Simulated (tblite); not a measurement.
# C5H11AlBCl: the cost of one run

Programs: tblite 0.8.0 and PySCF 2.14.0, with density-fitted response routines of our own. Each step states its level of theory. These are calculated values for one molecule in the gas phase, unless marked as measured. Atoms are numbered from 0 throughout.

## 1. The molecule as given

19 atoms, charge 0, multiplicity 1; geometry from: force field or distance geometry start.

Bonds of the start (Å): B0–C1 1.60, C1–Al2 2.01, C1–C3 1.49, C3–C4 1.51, C3–C5 1.48, C5–C6 1.33, C5–Cl7 1.79, B0–H8 1.18, B0–H9 1.18, C1–H10 1.12, Al2–H11 1.60, Al2–H12 1.60, C3–H13 1.12, C4–H14 1.10, C4–H15 1.10, C4–H16 1.11, C6–H17 1.07, C6–H18 1.09.

## 2. Optimising the geometry with GFN2-xTB

The job: settings as JSON, then the geometry in Å.

```
{"job": {"kind": "relax", "xc": "GFN2-xTB", "basis": "xTB"}, "charge": 0, "multiplicity": 1}
B     -0.724100    -1.681800    -0.527100
C     -0.997900    -0.180600    -0.062000
Al    -1.523900    -0.123500     1.881900
C      0.110000     0.772300    -0.370700
C      0.382700     0.857200    -1.852700
C      1.356200     0.572900     0.395000
C      1.617100    -0.470700     1.172100
Cl     2.625400     1.826600     0.276000
H     -0.068700    -1.942200    -1.473300
H     -1.313300    -2.550000     0.023100
H     -1.878100     0.148600    -0.674500
H     -1.645500     1.321700     2.555900
H     -2.584200    -1.234300     2.344000
H     -0.268600     1.792600    -0.102800
H      0.520000    -0.134400    -2.309300
H      1.324900     1.406700    -2.027000
H     -0.478300     1.413100    -2.286500
H      0.956400    -1.298700     1.344200
H      2.580000    -0.486200     1.686200
```

Run with:

```bash
OMP_NUM_THREADS=1 python probes_run.py task.json out
```

The driver reads the jobs from task.json and runs them one after another.

Q: Estimate the wall time and peak memory of this first job on 1 thread of INTEL XEON PLATINUM 8581C at 2.10GHz, shared host.

About 1.4 s, with a peak of 0.18 GiB.
